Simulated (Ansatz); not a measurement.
# GeH₄S (built from SMILES S.[GeH2]): one structure at several levels

The atoms stand at a displaced guess of a reacting structure. How far do the functionals agree with CCSD(T) there?

Computed with Ansatz 0.2.0, Gaussian basis. Level: single points in def2-TZVPP.

Cores are frozen in the correlated methods. Filled d shells of the heavier atoms are correlated.

## (1) The system as given

6 atoms, charge 0, spin multiplicity 1.

Atoms are counted from 1 here; the program's logs count them from 0.

Bond lengths: Ge1–H2 1.621 Å, Ge1–H4 1.768 Å, Ge1–H5 1.594 Å, S3–H6 1.356 Å. Angles: H2–Ge1–H4 44.3°, H2–Ge1–H5 82.4°, H4–Ge1–H5 88.7°.

Geometry (Å):

```xyz
6

Ge   -0.35650   -0.67770   -1.22050
H     0.27190    0.52380   -0.33220
S     1.39490   -0.20410    0.89010
H    -0.32510    1.08700   -1.32170
H    -1.54110   -0.55950   -0.16010
H     0.46910   -0.17140    1.88010
```

## (2) CCSD(T)/def2-TZVPP

run/in.yaml reads:

```yaml
crystal:
  periodic: [false, false, false]
  atoms:
    - {symbol: Ge, position_ang: [-0.356500, -0.677700, -1.220500]}
    - {symbol: H, position_ang: [0.271900, 0.523800, -0.332200]}
    - {symbol: S, position_ang: [1.394900, -0.204100, 0.890100]}
    - {symbol: H, position_ang: [-0.325100, 1.087000, -1.321700]}
    - {symbol: H, position_ang: [-1.541100, -0.559500, -0.160100]}
    - {symbol: H, position_ang: [0.469100, -0.171400, 1.880100]}
basis:
  gaussian: {orbitals: def2-TZVPP}
correlation: {method: ccsd_t}
output: {forces: true}
```

No record of the launch command was kept for these runs.

## (3) PBE0-D4/def2-TZVPP

run/in.yaml, as its differences from that of step 2:

```diff
@@ -11,3 +11,3 @@
   gaussian: {orbitals: def2-TZVPP}
-correlation: {method: ccsd_t}
-output: {forces: true}
+hamiltonian: {xc: pbe0, dispersion: d4}
+output: {forces: true, orbitals: {seedname: orbitals}}
```

## (4) wB97M-V/def2-TZVPP

run/in.yaml, as its differences from that of step 3:

```diff
@@ -11,3 +11,3 @@
   gaussian: {orbitals: def2-TZVPP}
-hamiltonian: {xc: pbe0, dispersion: d4}
-output: {forces: true, orbitals: {seedname: orbitals}}
+hamiltonian: {xc: {name: wB97M-V}}
+output: {forces: true}
```

## (5) r2SCAN-D4/def2-TZVPP

run/in.yaml, as its differences from that of step 4:

```diff
@@ -11,3 +11,3 @@
   gaussian: {orbitals: def2-TZVPP}
-hamiltonian: {xc: {name: wB97M-V}}
+hamiltonian: {xc: r2scan, dispersion: d4}
 output: {forces: true}
```

## (6) PBE-D4/def2-TZVPP

run/in.yaml, as its differences from that of step 5:

```diff
@@ -11,3 +11,3 @@
   gaussian: {orbitals: def2-TZVPP}
-hamiltonian: {xc: r2scan, dispersion: d4}
+hamiltonian: {xc: pbe, dispersion: d4}
 output: {forces: true}
```

## (7) SPW92/def2-TZVPP

run/in.yaml, as its differences from that of step 6:

```diff
@@ -11,3 +11,3 @@
   gaussian: {orbitals: def2-TZVPP}
-hamiltonian: {xc: pbe, dispersion: d4}
+hamiltonian: {xc: lda}
 output: {forces: true}
```

## (8) BLYP-D4/def2-TZVPP

run/in.yaml, as its differences from that of step 7:

```diff
@@ -11,3 +11,3 @@
   gaussian: {orbitals: def2-TZVPP}
-hamiltonian: {xc: lda}
+hamiltonian: {xc: {name: BLYP}, dispersion: d4}
 output: {forces: true}
```

(Steps that only read results are left out.)

Q: Predict the outcome of this session. Wanted: energy less free atoms, CCSD(T)/def2-TZVPP; RMS force component; RMS force error; HOMO and LUMO, PBE0-D4; T1 diagnostic.

As calculated:

| quantity | value |
| --- | --- |
| energy less free atoms, CCSD(T)/def2-TZVPP | -297.9 kcal/mol |
| RMS force component | 0.912 to 1.029 eV/Å over the methods |
| RMS force error | PBE0-D4 0.078, wB97M-V 0.075, r2SCAN-D4 0.068, PBE-D4 0.207, SPW92 0.179, BLYP-D4 0.260 eV/Å |
| HOMO and LUMO, PBE0-D4 | -7.02 and -2.51 eV |
| T1 diagnostic | 0.013 |

What this shows: Against CCSD(T) the functionals' energies less atoms differ by -68.3 to -6.2 kcal/mol, PBE-D4 by -16.7 kcal/mol. A larger basis would deepen the CCSD(T) value, while the functionals are nearly converged already, so the order here is not reliable. On forces the order runs from r2SCAN-D4 to BLYP-D4. Frozen-core CCSD(T) forces in triple zeta carry basis errors of their own, and this is one geometry, so small gaps rank nothing.
